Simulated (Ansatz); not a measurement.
The system is InSb3.

```
CELL_PARAMETERS angstrom
0.00000 3.79455 3.79455
3.79455 0.00000 3.79455
3.79455 3.79455 0.00000
ATOMIC_POSITIONS crystal
Sb 0.50000 0.50000 0.50000
Sb 0.75000 0.75000 0.75000
Sb 0.25000 0.25000 0.25000
In 0.00000 0.00000 0.00000
```

The cell comes from a database or a generator and needn't be the stable form of this composition.

Base run:

```yaml
Program: Ansatz 0.2.0
Functional: PBE
Potentials_or_basis: all-electron LAPW, scalar-relativistic
Cutoff: 156 eV (chosen from the basis error)
Basis_error_allowed: 0.002 eV/atom
k_mesh: 6 × 6 × 6
Occupations: fermi-dirac, width 0.05 eV
Spin: no spin polarisation
```

Its results: pressure -0.2 GPa.

**Question.** The run is repeated on the same cell with these changes: functional from PBE to PBEsol. What comes out?

**Answer.** Pressure -3.1 GPa.

PBEsol binds more tightly than PBE, so the same cell stands under less pressure.
